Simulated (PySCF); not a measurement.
# C4H7BGeO2: the cost of one run

Programs: PySCF 2.14.0, with density-fitted response routines of our own. Each step states its level of theory. These are calculated values for one molecule in the gas phase, unless marked as measured. Atoms count from 0, in the outputs and in this text.

**1. The starting structure**

15 atoms, charge 0, multiplicity 1; geometry from: GFN2-xTB.

Bonds of the start (Å): O0–B1 1.34, B1–O2 1.35, B1–Ge3 2.05, Ge3–C4 1.96, C4–C5 1.34, C5–C6 1.45, C6–C7 1.34, C7–Ge3 1.96, O0–H8 0.96, O2–H9 0.96, Ge3–H10 1.52, C4–H11 1.08, C5–H12 1.08, C6–H13 1.08, C7–H14 1.08.

**2. Ultraviolet spectrum: wB97X-D/def2-SVPD**

Job settings and geometry (Å):

```
{"job": {"kind": "uv", "xc": "wB97X-D", "basis": "def2-SVPD", "nstates": 8, "ntriplets": 3}, "charge": 0, "multiplicity": 1}
O     -2.034800     1.109536    -1.054815
B     -2.089471     0.004403    -0.303908
O     -3.283921    -0.569366    -0.054528
Ge    -0.264772    -0.640345     0.370860
C      1.204807    -0.822093    -0.910658
C      2.196111     0.008006    -0.570697
C      2.023998     0.794122     0.640212
C      0.884666     0.630580     1.320076
H     -2.868633     1.449103    -1.387580
H     -3.294463    -1.356847     0.486908
H     -0.331573    -1.916751     1.201860
H      1.251773    -1.438986    -1.793312
H      3.110619     0.116347    -1.139401
H      2.815578     1.466437     0.945824
H      0.675667     1.173845     2.227248
```

Method: TDDFT wB97X-D/def2-SVPD, vertical, gas phase, core orbitals frozen in the response.

The run is started by

```bash
$ OMP_NUM_THREADS=1 python probes_run.py task.json out
```

One launch serves the whole session: the jobs run in the order shown.

Q: Estimate the wall time and peak memory of this job on 1 thread of Arm Neoverse V1, shared host.

About 59 s, with a peak of 1 GiB.
